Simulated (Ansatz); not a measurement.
# SZr: the cost of one run

The runs use Ansatz 0.2.0, Gaussian basis; def2-QZVPP, core rule «outside noble gas», up to 9 orbitals frozen.

To be run: UHF; ROHF; CCSD(T) on UHF.

### 1 What is computed

The geometry is a PBE0/def2-TZVP stationary point (not a proven minimum). No spin-orbit coupling is included. Elements past krypton take def2 core potentials.

2 atoms, charge 0, spin multiplicity 5.

Atoms are counted from 1 here; the program's logs count them from 0.

Bond lengths: Zr1–S2 2.454 Å.

Geometry (Å):

```xyz
2
charge 0, multiplicity 5
Zr    0.0000    0.0000    0.0000
S     0.0000    0.0000    2.4542
```

### 2 UHF

in.yaml reads:

```yaml
crystal:
  periodic: [false, false, false]
  atoms:
    - {symbol: Zr, position_ang: [0.000000, 0.000000, 0.000000]}
    - {symbol: S, position_ang: [0.000000, 0.000000, 2.454200]}
basis:
  gaussian: {orbitals: "def2-QZVPP.json"}
magnetization: {spin_polarized: true, initial_magnetization: 4}
hamiltonian: {xc: hf}
output: {orbitals: {seedname: orbitals}}
```

Command:

```sh
> ansatz run in.yaml --threads 1 --pin off --events-out ev --progress --plain --max-ram 4096MiB --backend cpu
```

**Question.** How long does this run take on 1 thread of AMD EPYC 7R13, shared host, and how much memory does it need?

About 48 s, with a peak of 0.4 GiB.
